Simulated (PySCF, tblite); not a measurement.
**C4H9BNO2 radical: geometry, infrared bands and EPR parameters**

What infrared bands and EPR parameters should C4H9BNO2 radical (`C=C([CH]NC)B(O)O`) show?

Programs: tblite 0.8.0 and PySCF 2.14.0, with density-fitted response routines of our own. Each step states its level of theory. These are calculated values for one molecule in the gas phase, unless marked as measured. Atoms count from 0, in the outputs and in this text.

## (1) Starting geometry

17 atoms, charge 0, multiplicity 2; geometry from: force field or distance geometry start.

Bonds of the start (Å): C0–C1 1.35, C1–C2 1.51, C2–N3 1.45, N3–C4 1.45, C1–B5 1.57, B5–O6 1.46, B5–O7 1.47, C0–H8 1.09, C0–H9 1.08, C2–H10 1.11, N3–H11 1.06, C4–H12 1.11, C4–H13 1.12, C4–H14 1.12, O6–H15 1.01, O7–H16 0.99.

## (2) Relaxing the molecule with GFN2-xTB

Job settings and geometry (Å):

```
{"job": {"kind": "relax", "xc": "GFN2-xTB", "basis": "xTB"}, "charge": 0, "multiplicity": 2}
C     -1.282500    -1.736700    -0.065200
C     -0.843200    -0.521500    -0.439200
C      0.635400    -0.306700    -0.662900
N      1.320700    -0.103600     0.596100
C      2.578000     0.586400     0.362300
B     -1.821700     0.699500    -0.575000
O     -3.250200     0.541800    -0.343300
O     -1.287400     2.014900    -0.950500
H     -2.340700    -1.913200     0.128200
H     -0.611100    -2.570600     0.054000
H      1.071900    -1.140000    -1.253000
H      1.544900    -1.056800     1.001900
H      3.107500     0.740600     1.327000
H      3.238300    -0.003500    -0.326400
H      2.378400     1.596000    -0.089000
H     -3.374200     0.729900     0.637400
H     -1.071200     2.455600    -0.093100
```

Command:

```
$ OMP_NUM_THREADS=1 python probes_run.py task.json out
```

The driver reads the jobs from task.json and runs them one after another.

Log:

```text
step      E/eV     max force
  0    -689.32855    2.754
  1    -689.70768    1.636
  2    -689.88482    1.055
  3    -689.92375    0.822
  4    -689.98699    0.657
  5    -690.02155    0.625
  6    -690.11937    0.808
  7    -690.18985    0.892
  8    -690.27268    0.832
  9    -690.35661    0.665
 10    -690.45064    0.918
 11    -690.52746    1.398
 12    -690.45089    2.968
 13    -690.64132    0.874
 14    -690.69496    0.684
 15    -690.81553    1.612
 16    -690.91398    1.123
 17    -691.10210    1.097
 18    -691.14967    1.153
 19    -691.13290    1.571
 20    -691.22594    0.526
 21    -691.25306    0.352
 22    -691.32413    0.779
 23    -691.34670    0.402
 24    -691.37285    0.345
 25    -691.39697    0.376
 26    -691.42521    0.429
 27    -691.44323    0.378
 28    -691.45915    0.361
 29    -691.47766    0.374
 30    -691.50142    0.431
 31    -691.53964    0.523
 32    -691.57021    0.467
 33    -691.60843    0.599
 34    -691.63516    0.560
 35    -691.65879    0.746
 36    -691.68882    0.506
 37    -691.72421    0.372
 38    -691.74658    0.393
 39    -691.77857    0.445
 40    -691.81407    0.590
 41    -691.86452    0.571
 42    -691.91296    1.087
 43    -691.95665    0.855
 44    -691.99102    0.641
 45    -692.04576    0.751
 46    -692.09126    0.493
 47    -692.12362    0.359
 48    -692.14323    0.354
 49    -692.16205    0.463
 50    -692.18117    0.432
 51    -692.19652    0.398
 52    -692.20967    0.260
 53    -692.22185    0.287
 54    -692.23587    0.388
 55    -692.24567    0.296
 56    -692.25138    0.250
 57    -692.25531    0.180
 58    -692.25809    0.147
 59    -692.26147    0.117
 60    -692.26504    0.163
 61    -692.26869    0.156
 62    -692.27308    0.180
 63    -692.27846    0.214
 64    -692.28549    0.246
 65    -692.29270    0.253
 66    -692.29807    0.151
 67    -692.30100    0.097
 68    -692.30299    0.094
 69    -692.30484    0.120
 70    -692.30754    0.157
 71    -692.31111    0.167
 72    -692.31496    0.137
 73    -692.31862    0.131
 74    -692.32255    0.142
 75    -692.32734    0.148
 76    -692.33302    0.153
 77    -692.33816    0.194
 78    -692.34194    0.265
 79    -692.34489    0.202
 80    -692.34827    0.174
 81    -692.35218    0.095
 82    -692.35364    0.109
 83    -692.35547    0.118
 84    -692.35712    0.124
 85    -692.35939    0.102
 86    -692.36106    0.101
 87    -692.36228    0.101
 88    -692.36351    0.094
 89    -692.36538    0.099
 90    -692.36795    0.123
 91    -692.37013    0.093
 92    -692.37151    0.121
 93    -692.37233    0.083
 94    -692.37318    0.076
 95    -692.37436    0.080
 96    -692.37617    0.106
 97    -692.37794    0.103
 98    -692.37934    0.082
 99    -692.38036    0.065
100    -692.38152    0.077
101    -692.38306    0.089
102    -692.38425    0.077
103    -692.38482    0.044
104    -692.38509    0.031
105    -692.38521    0.031
106    -692.38539    0.027
107    -692.38566    0.031
108    -692.38589    0.025
109    -692.38605    0.029
110    -692.38617    0.033
111    -692.38634    0.031
112    -692.38658    0.034
113    -692.38684    0.044
114    -692.38704    0.037
115    -692.38722    0.044
116    -692.38746    0.045
117    -692.38776    0.036
118    -692.38803    0.045
119    -692.38818    0.034
120    -692.38827    0.025
121    -692.38836    0.028
122    -692.38850    0.042
123    -692.38873    0.061
124    -692.38905    0.074
125    -692.38944    0.044
126    -692.38973    0.031
127    -692.38990    0.030
128    -692.39005    0.032
129    -692.39021    0.037
130    -692.39046    0.036
131    -692.39082    0.039
132    -692.39115    0.038
133    -692.39134    0.047
134    -692.39154    0.036
135    -692.39167    0.036
136    -692.39179    0.023
137    -692.39189    0.025
138    -692.39199    0.025
139    -692.39206    0.020
140    -692.39212    0.014
141    -692.39215    0.012
142    -692.39217    0.009
```

Run time: 0.9 s. Hardware: 1 thread of Arm Neoverse V1, shared host; peak memory 0.18 GiB.

Step by step: (not every step is listed)

| step | energy from step 0 (eV) | largest force (eV/Å) |
| --- | --- | --- |
| 0 | 0.0000 | 2.7535 |
| 1 | -0.3791 | 1.6360 |
| 2 | -0.5563 | 1.0547 |
| 3 | -0.5952 | 0.8219 |
| 4 | -0.6584 | 0.6572 |
| 5 | -0.6930 | 0.6246 |
| 6 | -0.7908 | 0.8080 |
| 7 | -0.8613 | 0.8920 |
| 8 | -0.9441 | 0.8319 |
| 20 | -1.8974 | 0.5264 |
| 32 | -2.2417 | 0.4670 |
| 44 | -2.6625 | 0.6412 |
| 56 | -2.9228 | 0.2503 |
| 68 | -2.9744 | 0.0942 |
| 80 | -3.0197 | 0.1736 |
| 92 | -3.0430 | 0.1207 |
| 104 | -3.0565 | 0.0308 |
| 116 | -3.0589 | 0.0445 |
| 128 | -3.0615 | 0.0321 |
| 137 | -3.0633 | 0.0251 |
| 138 | -3.0634 | 0.0247 |
| 139 | -3.0635 | 0.0201 |
| 140 | -3.0636 | 0.0136 |
| 141 | -3.0636 | 0.0116 |
| 142 | -3.0636 | 0.0095 |

Close pairs (by a distance rule), those that changed most:

| bond | before (Å) | after (Å) | change (Å) |
| --- | --- | --- | --- |
| C1–C2 | 1.511 | 1.396 | -0.115 |
| B5–O6 | 1.456 | 1.357 | -0.099 |
| B5–O7 | 1.469 | 1.375 | -0.094 |
| C2–N3 | 1.448 | 1.363 | -0.084 |
| N3–H11 | 1.060 | 1.011 | -0.049 |
| O6–H15 | 1.006 | 0.958 | -0.048 |
| C0–C1 | 1.345 | 1.382 | +0.037 |
| C4–H13 | 1.122 | 1.090 | -0.032 |

The final coordinates are the input of the step that follows.

## (3) Infrared spectrum with GFN2-xTB

Job settings and geometry (Å):

```
{"job": {"kind": "ir", "xc": "GFN2-xTB", "basis": "xTB"}, "charge": 0, "multiplicity": 2}
C     -1.358023    -1.917661    -0.644935
C     -0.742353    -0.752179    -0.229626
C      0.648777    -0.711873    -0.122772
N      1.363662     0.336710     0.375214
C      2.763251     0.498457     0.093918
B     -1.646142     0.498023     0.081686
O     -2.992938     0.361925    -0.013503
O     -1.080983     1.702962     0.425252
H     -2.423857    -1.964445    -0.749460
H     -0.788247    -2.800885    -0.876622
H      1.232279    -1.585807    -0.380158
H      0.825019     1.182304     0.504774
H      3.217059     1.126369     0.861098
H      3.247906    -0.477646     0.107448
H      2.949081     0.959641    -0.885263
H     -3.523568     1.136647     0.176976
H     -1.697921     2.419488     0.585411
```

Log:

```text
mode    cm-1     km/mol
  1      41.5      0.43
  2     105.3      5.79
  3     119.1      3.27
  4     158.6      3.14
  5     212.1      2.02
  6     244.4      2.74
  7     295.3     11.78
  8     342.5      5.62
  9     356.8      5.84
 10     466.5     19.63
 11     501.5      0.22
 12     537.5     10.28
 13     559.4     37.03
 14     569.4    190.13
 15     610.7     23.06
 16     635.4    209.24
 17     694.8      9.32
 18     704.0     42.55
 19     763.2     96.20
 20     927.1    205.17
 21     948.8     28.59
 22     964.9     66.31
 23    1046.9     32.99
 24    1093.0     24.61
 25    1137.2      2.13
 26    1178.2    170.08
 27    1225.2    311.78
 28    1269.0     18.84
 29    1292.8     66.47
 30    1351.0     62.82
 31    1362.0     80.89
 32    1413.9      5.57
 33    1465.3     37.50
 34    1475.1      5.93
 35    1488.6      3.65
 36    1556.3    245.84
 37    2884.2     86.69
 38    3001.0     42.21
 39    3012.2     24.94
 40    3049.9     49.50
 41    3101.3     60.74
 42    3169.0     22.94
 43    3418.1     33.63
 44    3584.2      3.20
 45    3597.4      2.89
```

Wall time 0.52 s (1 thread of Arm Neoverse V1, shared host); peak memory 0.18 GiB.

Which atoms move in the most intense modes:

| cm⁻¹ | km/mol | atoms |
| --- | --- | --- |
| 569 | 190.1 | H15 35 %, H16 26 %, C1 17 % |
| 635 | 209.2 | H11 32 %, C1 18 %, B5 16 %, C2 11 % |
| 763 | 96.2 | H10 59 %, H11 19 %, C2 14 % |
| 927 | 205.2 | H15 64 %, H16 21 %, O6 10 % |
| 1178 | 170.1 | B5 56 %, O7 12 % |
| 1225 | 311.8 | B5 54 %, O6 16 % |
| 1556 | 245.8 | C2 48 %, N3 22 %, C1 16 % |
| 2884 | 86.7 | H14 92 % |

## (4) EPR parameters: B3LYP/pcH-1

The job, as its differences from that of step 3:

```diff
@@ -1,2 +1,2 @@
-{"job": {"kind": "ir", "xc": "GFN2-xTB", "basis": "xTB"}, "charge": 0, "multiplicity": 2}
+{"job": {"kind": "epr", "basis": "pcH-1"}, "charge": 0, "multiplicity": 2}
 C     -1.358023    -1.917661    -0.644935
```

Method: UKS B3LYP, pcH-1 on B C H N O, non-relativistic, mean-field spin-orbit, GIAO.

Log:

```text
UKS, coarse grid
  cycle   1  E = -387.78777884  |g| = 7.22e-01
  cycle   2  E = -387.55730917  |g| = 1.07e+00
  cycle   3  E = -387.98089953  |g| = 1.25e-01
  cycle   4  E = -387.98688053  |g| = 6.92e-02
  cycle   5  E = -387.98918285  |g| = 2.08e-02
  cycle   6  E = -387.98942562  |g| = 6.06e-03
  cycle   7  E = -387.98946715  |g| = 2.47e-03
  cycle   8  E = -387.98947365  |g| = 1.49e-03
  cycle   9  E = -387.98947525  |g| = 4.27e-04
UKS, final grid
  cycle   1  E = -387.98949743  |g| = 6.51e-04
  cycle   2  E = -387.98949713  |g| = 1.10e-03
  cycle   3  E = -387.98949759  |g| = 5.39e-05
  cycle   4  E = -387.98949760  |g| = 1.68e-05
E = -387.98949760 Eh   <S^2> = 0.7720 (exact 0.7500)
g shifts (ppm)      1          2          3
  rmc          -164       -164       -164
  gc             -0         43         28
  oz_so          -7        560       1085
  total        -171        439        950
hyperfine (MHz)  atom isotope    a_iso     a_fc   dipolar eigenvalues
    0   13C      53.34      53.34    -51.54    -49.84    101.38
    1   13C     -36.25     -36.25    -18.19      6.99     11.20
    2   13C      34.38      34.38    -37.45    -36.08     73.53
    3   14N      13.47      13.47    -10.06     -9.70     19.76
    4   13C       4.06       4.06     -1.68     -0.75      2.43
    5   11B       4.08       4.08     -1.31      0.25      1.06
    6   17O       0.90       0.90     -1.31     -0.77      2.08
    7   17O       0.51       0.51     -0.77     -0.28      1.05
    8    1H     -42.24     -42.24    -25.65      0.46     25.19
    9    1H     -39.52     -39.52    -22.05     -0.96     23.00
   10    1H     -28.19     -28.19    -14.34     -2.38     16.73
   11    1H      -8.83      -8.83    -10.42     -4.45     14.87
   12    1H       2.48       2.48     -2.52     -1.94      4.46
   13    1H       5.71       5.71     -2.38     -2.11      4.49
   14    1H      26.40      26.40     -2.10     -1.76      3.85
   15    1H       0.41       0.41     -0.71     -0.24      0.94
   16    1H       0.26       0.26     -0.78     -0.38      1.16
```

It took 73 s on 1 thread of Arm Neoverse V1, shared host; peak memory 0.97 GiB.

Principal g values 2.00215, 2.00276, 2.00327; g(iso) = 2.00273, against 2.00232 for a free electron.

Mean a(iso) over the nuclei that a row names, and the largest dipolar term of the row (other rows stand at the frozen geometry):

| nuclei | isotope | a(iso) (MHz) | a(iso) (G, at g = 2.0023) | largest dipolar term (MHz) |
| --- | --- | --- | --- | --- |
| C0 | 13C | 53.3 | 19.0 | 101.4 |
| H8 | 1H | -42.2 | -15.1 | -25.7 |
| H9 | 1H | -39.5 | -14.1 | 23.0 |
| C1 | 13C | -36.2 | -12.9 | -18.2 |
| C2 | 13C | 34.4 | 12.3 | 73.5 |
| H10 | 1H | -28.2 | -10.1 | 16.7 |
| N3 | 14N | 13.5 | 4.8 | 19.8 |
| H12, H13, H14 | 1H | 11.5 | 4.1 | 4.5 |
| H11 | 1H | -8.8 | -3.2 | 14.9 |
| B5 | 11B | 4.1 | 1.5 | -1.3 |
| C4 | 13C | 4.1 | 1.4 | 2.4 |
| O6, O7 | 17O | 0.7 | 0.3 | 2.1 |
| H15, H16 | 1H | 0.3 | 0.1 | 1.2 |

Mulliken spin populations:

C0 0.68; C1 -0.19; C2 0.44; N3 0.15; C4 -0.01; B5 0.00; O6 0.00; O7 0.00; H8 -0.03; H9 -0.03; H10 -0.02; H11 -0.01; H12 0.00; H13 0.00; H14 0.02; H15 0.00; H16 0.00

In first order the couplings over 0.8 MHz of 1H, 14N, 11B give 740 distinct lines over 68.7 G, if the averaged nuclei exchange fast.

Orbitals, density, ELF and potential are computed afterwards from the orbital file.

ELF in a plane through or near 15 of the atoms.

Ten even steps from ' ' (0.00) to '@' (1.00):
```
                                                        
                                                        
                                                        
                                ==**--                  
                            ..--%%@@%%::                
                          --####@@@@##    ==++..        
        --**##==    ::++..::@@..--**..  **@@%%##..      
      ..##@@@@%%--  **@@%%..**##%%**::++%%@@%%==        
        ==%%@@##++++**@@%%..  ::..@@--%%--##**..        
        ..--==##..@@==++**..::%%%%----####@@##--        
        ::**%%##++****%%##++**++%%##..::**%%**::        
      ..##@@@@@@**  ..++----****--++..                  
        **@@@@@@::  %%@@@@++==##%%==**@@@@**            
          ==++..  ==@@@@@@==  ==::####@@@@@@##          
                  --@@@@**  ++@@@@%%++%%@@%%--          
                    ....    @@@@@@@@--  ..              
                            %%@@@@##..                  
                              ::::..                    
                                                        
                                                        
```
The map spans 12.0 Å across and 10.9 Å up, centred on the molecule. Atoms in the plane (x, y in Å): C0 (1.5, -1.9), C1 (0.8, -0.7), C2 (-0.6, -0.8), N3 (-1.4, 0.3), C4 (-2.8, 0.2), B5 (1.6, 0.7), O6 (2.9, 0.6), O7 (0.9, 1.9), H8 (2.6, -1.8), H9 (1.1, -2.8), H10 (-1.1, -1.7), H11 (-0.9, 1.2), H13 (-3.2, -0.7), H15 (3.4, 1.5), H16 (1.5, 2.6).

log10 of the density (e/Å³) in the same plane.

Ten even steps from '0' (-4.0) to '9' (1.9):
```
0000000000000000000000000000
0000000000000000000000000000
0000000000000001111000000000
0000000000000123333210000000
0000000000012345554321100000
0000122222223466765433321000
0012334433444578865555542100
0013455555566567766677643100
0023456766776556696797643100
0013456977776556666777543100
0013456766677667765565542000
0012456655568779765444321000
0012345544567666776654320000
0001233334566556797764320000
0000011123444456766554310000
0000000012233346654432100000
0000000000011234443221000000
0000000000000122222100000000
0000000000000001100000000000
0000000000000000000000000000
```
The map spans 12.0 Å across and 10.9 Å up, centred on the molecule. Atoms in the plane (x, y in Å): C0 (1.5, -1.9), C1 (0.8, -0.7), C2 (-0.6, -0.8), N3 (-1.4, 0.3), C4 (-2.8, 0.2), B5 (1.6, 0.7), O6 (2.9, 0.6), O7 (0.9, 1.9), H8 (2.6, -1.8), H9 (1.1, -2.8), H10 (-1.1, -1.7), H11 (-0.9, 1.2), H13 (-3.2, -0.7), H15 (3.4, 1.5), H16 (1.5, 2.6).

On the surface of density 0.002 e/bohr³ the electrostatic potential runs, from the 1st to the 99th percentile, from -1.38 V near O6 to 3.01 V near H16.

The spin density lies nearest to C0 34 %; C2 25 %; N3 12 %; C1 8 % (beta excess).

## (5) What came out

| quantity | value |
| --- | --- |
| strongest single infrared mode (GFN2-xTB) | 1225 cm⁻¹, 312 km/mol |
| zero-point energy (GFN2-xTB) | 82.8 kcal/mol |
| g(iso) (B3LYP) | 2.00273 |
| ⟨S²⟩ | 0.772 (exact 0.75) |
| largest a(iso) (averaged by class) | 13C on C0, 53.3 MHz |
| surface potential, 1st and 99th percentile | -1.38 V and 3.01 V |

What this shows: The optimisation took 142 steps and gained 3.064 eV; among the close pairs (by a distance rule), C1–C2 changed most, from 1.511 to 1.396 Å. No mode is imaginary among the 45: a minimum at this level. The strongest single mode, at 1225 cm⁻¹, moves mainly B5. Unscaled tight-binding wavenumbers are off by several per cent, some by more. Its intensities can rank the bands wrongly. The largest share of the spin, 0.68 e, sits on C0. The isotropic g lies 0.4 ppt above the free-electron value.
